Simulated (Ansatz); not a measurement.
# AlNi: strong compression

The task here is to estimate one member of a computed series from the others.

Method: DFT PBEsol, with the methods named in each step, in Ansatz 0.2.0.

### Starting point

Symmetry: Fm-3m, No. 225, cubic system. The conventional cell has a = 4.849 Å, b = 4.849 Å, c = 4.849 Å, α = 90.00°, β = 90.00°, γ = 90.00°. Around Ni (site symmetry m-3m) lie 6 Al at 2.42 Å. Al (site symmetry m-3m) has 6 Ni at 2.42 Å as nearest neighbours.

As a file:

```cif
data_structure
_symmetry_space_group_name_H-M 'Fm-3m'
_symmetry_Int_Tables_number 225
_cell_length_a 4.8489
_cell_length_b 4.8489
_cell_length_c 4.8489
_cell_angle_alpha 90.000
_cell_angle_beta 90.000
_cell_angle_gamma 90.000
_cell_volume 114.01
loop_
_atom_site_label
_atom_site_type_symbol
_atom_site_symmetry_multiplicity
_atom_site_Wyckoff_symbol
_atom_site_fract_x
_atom_site_fract_y
_atom_site_fract_z
_atom_site_occupancy
Ni1 Ni 4 a 0.00000 0.00000 0.00000 1
Al1 Al 4 b 0.50000 0.00000 0.00000 1
```

The file gives the conventional cell by its symmetry; the runs use the cell typed in the input.

Whether this phase is the stable one at these pressures isn't tested.

Atoms are numbered in the order of the input: Ni1, Al2.

The first run:

input.yaml

```yaml
crystal:
  lattice:
    - [0.0, 2.4244436911, 2.4244436911]
    - [2.4244436911, 0.0, 2.4244436911]
    - [2.4244436911, 2.4244436911, 0.0]
  atoms:
    - { symbol: Ni, position: [0.0, 0.0, 0.0] }
    - { symbol: Al, position: [0.5, 0.5, 0.5] }
kpoints:
  mp_grid: { grid: [14, 14, 14] }
scf:
  occupations: { method: fermi_dirac, width: 0.08 }
hamiltonian:
  xc: pbesol
  pseudopotentials: { kind: paw }
output:
  forces: true
  stress: true
  write_density: true
  write_potential: true
  elf: true
  volumetric_format: npy
relax:
  f_tol: 0.005
  max_steps: 40
  cell: {}
```

Launch:

```
$ ansatz run input.yaml --threads 1 --pin off --max-ram 2048MiB --backend cpu --events-out ev --progress --plain --runs-dir out
```

Steps of the session up to this table: Cell relaxed at zero pressure, PAW; Volume scaled by 1, PAW; Volume scaled by 0.94, PAW; Volume scaled by 0.88, PAW; Volume scaled by 0.8, PAW; Volume scaled by 0.8, PAW (source ansatz); Volume scaled by 0.72, PAW; Volume scaled by 0.64, PAW; Volume scaled by 0.64, PAW (partial_waves polarizable); Volume scaled by 0.55, PAW; Volume scaled by 0.55, PAW (source ansatz).

One table of the session follows, with a row left open; its other results are not shown here.

| method | volume over the first | volume (Å³/atom) | pressure (GPa) |
| --- | --- | --- | --- |
| PAW | 1 | 13.837 | -0.01 |
| PAW | 0.94 | 13.007 | 8.53 |
| PAW | 0.88 | 12.176 | 20.28 |
| PAW | 0.8 | 11.069 | 43.23 |
| PAW | 0.72 | 9.962 | 79.15 |
| PAW | 0.64 | 8.856 | 136.83 |
| PAW | 0.55 | 7.610 | 248.91 |
| PAW (partial_waves polarizable) | 0.64 | 8.856 | 136.83 |
| PAW (source ansatz) | 0.8 | 11.069 | 43.03 |
| PAW (source ansatz) | 0.55 | ? | ? |

**Question.** Estimate the row for PAW (source ansatz), 0.55.

As computed: volume (Å³/atom): 7.610; pressure (GPa): 249.51.

Caveats from the session: A fit over so wide a range leans to the high pressures, so B₀ can be off by several per cent. Spin polarisation is left out here, though a magnetic state may lie well lower.
